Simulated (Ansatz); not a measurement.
# AsH3 (SMILES [H][As]([H])[H]) at CCSD(T)/STO-3G

Aim: the electronic atomisation energy of AsH3 at CCSD(T)/STO-3G, from 3 runs. 

Program for the calculation: Ansatz 0.2.0.

32 further runs of the same task are left out: 2 that didn't finish, 30 set aside as unsound or not needed.

## (1) The system as given

AsH3: 4 atoms, total charge 0, spin state singlet. As SMILES, `[H][As]([H])[H]`. The shape comes from GFN2-xTB, which is rough for such elements, and wasn't checked as a minimum.

Bond lengths: As1–H2 1.496 Å, As1–H3 1.496 Å, As1–H4 1.496 Å. Angles: H2–As1–H3 89.4°, H2–As1–H4 89.3°, H3–As1–H4 89.1°.

## (2) The energy at CCSD(T)/STO-3G

File run.yaml:

```yaml
crystal:
  periodic: [false, false, false]
  atoms:
    - {symbol: As, position_ang: [-0.004370, 0.005540, 0.655970]}
    - {symbol: H, position_ang: [1.216520, -0.029700, -0.207950]}
    - {symbol: H, position_ang: [-0.582780, 1.061080, -0.232340]}
    - {symbol: H, position_ang: [-0.629370, -1.036930, -0.215680]}
basis:
  gaussian:
    orbitals: STO-3G
correlation:
  method: ccsd_t
  frozen_orbitals: {As: 9, H: 0}
accuracy: high
scf:
  omitted_lower_state_checks: [cluster_reference, increment]
```

Run with:

```sh
$ ansatz run run.yaml --threads 1 --pin off --max-ram 2610MiB --events-out events.jsonl --progress --plain --runs-dir runs
```

The program printed:

```text
Warning: RAYON_NUM_THREADS=1 ignored (pool sized by the plan → 1); use --threads N
Functional definition: HF
  name "HF"
  exchange = exact_x
  correlation = 0
these checks for a lower state are left out or cut short: cluster_reference, increment
262 factors; integrals over basis functions are off by at most 5.9e-9 eV
mean field evaluation 1: about -60164.5173 eV, gradient 4.9e0 eV
mean field evaluation 2: about -60164.5282 eV, gradient 4.9e0 eV
mean field evaluation 4: about -60164.6426 eV, gradient 1.9e-1 eV
mean field evaluation 8: about -60164.6427 eV, gradient 5.9e-6 eV
mean field -60164.64271204 eV, -2211.0098386079 hartree, gradient 1.1e-8 eV, S^2 0.000000; 0 other end points of the search recorded, 0 dependent functions left out
9 core orbitals not correlated: weight in the atoms' cores, before any rotation towards them, 1.000 or more for the frozen orbitals, at most 0.000 for the correlated occupied ones
reference -60164.64271204 eV, -2211.0098386079 hartree; 9, 9 occupied and 3, 3 virtual orbitals, 262 factors
second order -1.06115302 eV of doubles, -0.00000000 eV of singles
cycle   1  -1.40348186 eV  change   -3.4e-1 eV  update   5.1e-2
cycle   2  -1.59638152 eV  change   -1.9e-1 eV  update   2.0e-2
cycle   3  -1.59990353 eV  change   -3.5e-3 eV  update   2.9e-3
cycle   4  -1.60074437 eV  change   -8.4e-4 eV  update   5.7e-4
cycle   5  -1.60068562 eV  change    5.9e-5 eV  update   1.3e-4
cycle   6  -1.60062277 eV  change    6.3e-5 eV  update   1.3e-5
cycle   7  -1.60063481 eV  change   -1.2e-5 eV  update   2.9e-6
cycle   8  -1.60063444 eV  change    3.7e-7 eV  update   5.0e-7
cycle   9  -1.60063417 eV  change    2.7e-7 eV  update   1.2e-7
cycle  10  -1.60063423 eV  change   -6.0e-8 eV  update   3.5e-8
cycle  11  -1.60063416 eV  change    6.5e-8 eV  update   2.0e-8
cycle  12  -1.60063414 eV  change    2.1e-8 eV  update   9.2e-9
cycle  13  -1.60063420 eV  change   -5.6e-8 eV  update   4.4e-8
cycle  14  -1.60063424 eV  change   -4.0e-8 eV  update   1.5e-8
cycle  15  -1.60063424 eV  change    1.7e-9 eV  update   2.5e-9
cycle  16  -1.60063424 eV  change    1.4e-9 eV  update  5.0e-10
perturbative correction -0.00298263 eV, -0.0001096097 hartree
Total energy: -60166.24632891 eV, -2211.0687704408 hartree
Checks for a lower state left out: cluster_reference, increment
```

Run time: 0.16 s. Hardware: 1 thread of Arm Neoverse V1, shared host.

## (3) The As atom

File job.yaml:

```yaml
crystal:
  periodic: [false, false, false]
  atoms:
    - {symbol: As, position_ang: [0.000000, 0.000000, 0.000000]}
basis:
  gaussian: {orbitals: STO-3G}
magnetization: {spin_polarized: true, initial_magnetization: 3}
correlation: {method: ccsd_t, frozen_orbitals: {As: 9}}
accuracy: high
scf: {omitted_lower_state_checks: [cluster_reference, increment]}
```

Run the same way, it converges to -2209.26373 Eh (log not shown).

## (4) The H atom: the energy at UHF/STO-3G

File molecule.yaml:

```yaml
crystal:
  periodic: [false, false, false]
  atoms:
    - {symbol: H, position_ang: [0.000000, 0.000000, 0.000000]}
basis:
  gaussian: {orbitals: STO-3G}
magnetization: {spin_polarized: true, initial_magnetization: 1}
hamiltonian: {xc: hf}
accuracy: high
```

Run the same way, it converges to -0.46658 Eh (log not shown).

## (5) Summary of results

At CCSD(T)/STO-3G, 9 core orbitals frozen:

| quantity | value |
| --- | --- |
| molecule: total energy | -2211.06877 Eh |
| molecule: correlation energy (9 core orbitals frozen) | -58.9 mEh |
| molecule: (T) correction | -0.11 mEh |
| molecule: T1 diagnostic | 0.004 |
| As atom: total energy | -2209.26373 Eh |
| As atom: correlation energy (9 core orbitals frozen) | -0.1 mEh |
| As atom: (T) correction | 0.00 mEh |
| As atom: ⟨S²⟩ of the reference determinant | 3.750 |
| As atom: T1 diagnostic | 0.000 |
| H atom: total energy | -0.46658 Eh |
| H atom: ⟨S²⟩ | 0.750 |
| electronic atomisation energy | 11.029 eV |

Taking the molecule apart into free atoms costs 11.03 eV (254 kcal/mol), before zero-point energy and without spin-orbit coupling. In a minimal basis such a difference can be off by several eV, whatever the method. The triples (molecule) make up 0.2 % of the correlation energy. The triples (As atom) make up 0.0 % of the correlation energy.
